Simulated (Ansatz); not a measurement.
**CH8OSi3: one species, many methods**

One table from this session's results is given with a row withheld; the runs are named, their logs left out.

Computed with Ansatz 0.2.0, Gaussian basis. Level: functionals in def2-TZVPP, the program's frozen cores in correlated methods.

Levels to be run: PBE-D4, r2SCAN-D4, PBE0-D4, B3LYP-D4, ωB97X-V, ωB97M-V, B2PLYP; CCSD(T)/def2-TZVPP; MP2/def2-QZVPP; extrapolation to the limit.

## The geometry

An earlier PBE0-D4 in a triple-zeta def2 set relaxation fixed the geometry.

SMILES `OC[SiH]1[SiH2][SiH2]1`, 13 atoms, charge 0, spin multiplicity 1.

Atoms are counted from 1 here; the program's logs count them from 0.

Bond lengths: O1–C2 1.416 Å, O1–H6 0.961 Å, C2–Si3 1.892 Å, C2–H7 1.099 Å, C2–H8 1.099 Å, Si3–Si4 2.331 Å, Si3–Si5 2.325 Å, Si3–H9 1.485 Å, Si4–Si5 2.334 Å, Si4–H10 1.484 Å, Si4–H11 1.486 Å, Si5–H12 1.484 Å, Si5–H13 1.485 Å. Angles: C2–O1–H6 108.7°, O1–C2–Si3 109.3°, O1–C2–H7 111.9°, O1–C2–H8 112.2°, Si3–C2–H7 108.0°, Si3–C2–H8 108.2°, H7–C2–H8 107.1°, C2–Si3–Si4 117.1°, C2–Si3–Si5 119.3°, C2–Si3–H9 114.2°, Si4–Si3–Si5 60.2°, Si4–Si3–H9 117.8°, Si5–Si3–H9 118.0°, Si3–Si4–Si5 59.8°, Si3–Si4–H10 119.9°, Si3–Si4–H11 118.1°, Si5–Si4–H10 119.6°, Si5–Si4–H11 117.5° and more.

The first run:

The input, in.yaml:

```yaml
crystal:
  periodic: [false, false, false]
  atoms:
    - {symbol: O, position_ang: [-1.912131, -0.076730, 1.880466]}
    - {symbol: C, position_ang: [-1.363095, -0.773961, 0.777601]}
    - {symbol: Si, position_ang: [0.457480, -0.299267, 0.581922]}
    - {symbol: Si, position_ang: [1.356274, -0.393889, -1.566939]}
    - {symbol: Si, position_ang: [1.005936, 1.667083, -0.529891]}
    - {symbol: H, position_ang: [-2.824872, -0.353784, 1.995708]}
    - {symbol: H, position_ang: [-1.417934, -1.863500, 0.911944]}
    - {symbol: H, position_ang: [-1.881585, -0.537440, -0.162040]}
    - {symbol: H, position_ang: [1.321465, -0.724302, 1.712542]}
    - {symbol: H, position_ang: [2.741493, -0.887774, -1.767222]}
    - {symbol: H, position_ang: [0.452202, -0.761388, -2.687150]}
    - {symbol: H, position_ang: [2.182501, 2.454695, -0.085393]}
    - {symbol: H, position_ang: [-0.097432, 2.515358, -1.046648]}
basis:
  gaussian: {orbitals: def2-TZVPP}
hamiltonian: {xc: pbe, dispersion: d4}
output: {forces: true, orbitals: {seedname: orbitals}}
```

On the command line:

```sh
$ ansatz run in.yaml --threads 4 --pin off --events-out ev --progress --plain --max-ram 10444MiB
```

Among the steps run: PBE-D4 (GGA); r2SCAN-D4 (meta-GGA); PBE0-D4 (hybrid); B3LYP-D4 (hybrid); ωB97X-V (range-separated); ωB97M-V (range-separated); B2PLYP (double hybrid); CCSD(T) in def2-TZVPP; MP2 in def2-QZVPP.

One table of the session follows, with a row left open; its other results are not shown here.

```
            method  atomisation energy (kJ/mol)
            PBE-D4                       4195.5
         r2SCAN-D4                            ?
           PBE0-D4                       4147.6
          B3LYP-D4                       4144.0
           ωB97X-V                       4194.3
           ωB97M-V                       4158.5
            B2PLYP                       4084.4
     HF/def2-TZVPP                       2998.7
    MP2/def2-TZVPP                       4054.7
   CCSD/def2-TZVPP                       3984.2
CCSD(T)/def2-TZVPP                       4043.2
           MP2/CBS                       4175.3
       CCSD(T)/CBS                       4163.9
```

Estimate the missing values for r2SCAN-D4.

**Answer.** atomisation energy (kJ/mol): 4175.4. In the column «atomisation energy (kJ/mol)» it lies between MP2/CBS (4175.3) and ωB97X-V (4194.3).

Caveats from the session: Free atoms (1 O, 1 C, 3 Si, 8 H) were run apart at each level; the atomisation energy is their sum less the molecule, without zero-point or spin-orbit terms.
